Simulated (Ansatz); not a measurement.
# CH₅FN₂Si: one species, many methods

How much do the methods differ for CH₅FN₂Si? The plan is to run it at one geometry with functionals of several rungs and with coupled cluster. The yardstick is the atomisation energy at the CCSD(T) limit.

Computed with Ansatz 0.2.0, Gaussian basis. Level: functionals in def2-TZVPP, the program's frozen cores in correlated methods.

Plan: LDA (SPW92), PBE-D4, revPBE-D4, BLYP-D4, r2SCAN-D4, B97M-V, PBE0-D4, B3LYP-D4, r2SCANh-D4, r2SCAN0-D4, HSE06-D4, BHLYP-D4, CAM-B3LYP-D4, LC-ωPBE, ωB97X-V, ωB97M-V, B2PLYP, PBE-QIDH; CCSD(T)/def2-SVP; CCSD(T)/def2-TZVPP; MP2/def2-QZVPP; extrapolation to the limit; RPA on PBE.

**1. The geometry**

All runs share one geometry, relaxed beforehand with PBE0-D4 in a triple-zeta def2 set.

SMILES `N=C[SiH](N)F`, 10 atoms, charge 0, spin multiplicity 1.

Atoms are counted from 1 here; the program's logs count them from 0.

Bond lengths: N1–C2 1.270 Å, N1–H6 1.024 Å, C2–Si3 1.881 Å, C2–H7 1.097 Å, Si3–N4 1.693 Å, Si3–F5 1.607 Å, Si3–H8 1.480 Å, N4–H9 1.007 Å, N4–H10 1.006 Å. Angles: C2–N1–H6 110.7°, N1–C2–Si3 124.7°, N1–C2–H7 116.1°, Si3–C2–H7 119.2°, C2–Si3–N4 109.4°, C2–Si3–F5 103.5°, C2–Si3–H8 114.8°, N4–Si3–F5 115.1°, N4–Si3–H8 107.9°, F5–Si3–H8 106.4°, Si3–N4–H9 122.3°, Si3–N4–H10 122.0°, H9–N4–H10 112.0°.

Geometry (Å):

```mol
CH5FN2Si
  3D, bonds by distance, orders not assigned

 10  9  0  0  0  0  0  0  0  0999 V2000
    0.1716    1.7482    1.4993 N   0  0
    0.4618    0.5608    1.1533 C   0  0
   -0.4985   -0.4535   -0.1072 Si  0  0
    0.5455   -0.9431   -1.3470 N   0  0
   -1.6788    0.5369   -0.5630 F   0  0
   -0.6649    2.0740    1.0075 H   0  0
    1.3471    0.1216    1.6303 H   0  0
   -1.1553   -1.6619    0.4389 H   0  0
    1.2316   -0.3255   -1.7485 H   0  0
    0.3231   -1.7089   -1.9608 H   0  0
  1  2  8  0
  2  3  8  0
  3  4  8  0
  3  5  8  0
  1  6  8  0
  2  7  8  0
  3  8  8  0
  4  9  8  0
  4 10  8  0
M  END
```

**2. LDA**

This LDA is Slater exchange with PW92 correlation.

in.yaml

```yaml
crystal:
  periodic: [false, false, false]
  atoms:
    - {symbol: N, position_ang: [0.171567, 1.748200, 1.499316]}
    - {symbol: C, position_ang: [0.461808, 0.560815, 1.153280]}
    - {symbol: Si, position_ang: [-0.498478, -0.453524, -0.107176]}
    - {symbol: N, position_ang: [0.545495, -0.943058, -1.346974]}
    - {symbol: F, position_ang: [-1.678752, 0.536855, -0.562998]}
    - {symbol: H, position_ang: [-0.664918, 2.074038, 1.007497]}
    - {symbol: H, position_ang: [1.347053, 0.121645, 1.630340]}
    - {symbol: H, position_ang: [-1.155302, -1.661871, 0.438870]}
    - {symbol: H, position_ang: [1.231553, -0.325511, -1.748499]}
    - {symbol: H, position_ang: [0.323072, -1.708890, -1.960756]}
basis:
  gaussian: {orbitals: def2-TZVPP}
hamiltonian: {xc: lda}
output: {orbitals: {seedname: orbitals}}
```

Further steps of the session: PBE-D4 (GGA); revPBE-D4 (GGA); BLYP-D4 (GGA); r2SCAN-D4 (meta-GGA); B97M-V (meta-GGA); PBE0-D4 (hybrid); B3LYP-D4 (hybrid); r2SCANh-D4 (hybrid); r2SCAN0-D4 (hybrid); HSE06-D4 (hybrid); BHLYP-D4 (hybrid); CAM-B3LYP-D4 (range-separated); LC-ωPBE (range-separated); ωB97X-V (range-separated); ωB97M-V (range-separated); B2PLYP (double hybrid); PBE-QIDH (double hybrid); CCSD(T) in def2-SVP; CCSD(T) in def2-TZVPP; MP2 in def2-QZVPP; RPA on PBE orbitals.

Q: Predict the results of all the runs planned. Wanted: atomisation energy, CCSD(T)/CBS; farthest beyond LDA; mean size of error, GGA; mean size of error, meta-GGA; mean size of error, hybrid; mean size of error, range-separated; mean size of error, double hybrid; gap, smallest and largest; T1 diagnostic.

**Answer**, as computed:

| quantity | value |
| --- | --- |
| atomisation energy, CCSD(T)/CBS | 3797.0 kJ/mol |
| functionals within 19.0 kJ/mol (0.5 %) | B97M-V, B3LYP-D4, HSE06-D4, ωB97X-V, ωB97M-V |
| farthest beyond LDA | BHLYP-D4 (-136.9 kJ/mol) |
| mean size of error, GGA | 44.1 kJ/mol |
| mean size of error, meta-GGA | 15.8 kJ/mol |
| mean size of error, hybrid | 56.8 kJ/mol |
| mean size of error, range-separated | 18.9 kJ/mol |
| mean size of error, double hybrid | 50.6 kJ/mol |
| gap, smallest and largest | 3.44 eV (LDA (SPW92)), 11.30 eV (LC-ωPBE) |
| T1 diagnostic | 0.0119 |
| triples share of the correlation energy | 3.7 % |

What this shows: LDA overbinds by 563.6 kJ/mol (15 %). PBE-D4 is off by +81.0 kJ/mol. Double hybrids carry the basis error of their MP2 part in triple zeta, and no dispersion term here, so their miss is partly the set-up's. The rungs meta-GGA, range-separated miss on average by less than the doubt on the reference (19.0 kJ/mol), so they tie. The reference freezes the cores and leaves out relativity and excitations past (T), so misses under about 19.0 kJ/mol can't be ranked. Hartree-Fock recovers 69 % of the binding; the rest is correlation. CCSD(T) in def2-SVP is off by -303.6 kJ/mol, which most functionals beat. The gap grows from 3.4 to 11.3 eV across the functionals, mostly with the share of exact exchange. The restricted reference is unstable towards a spin-broken one.
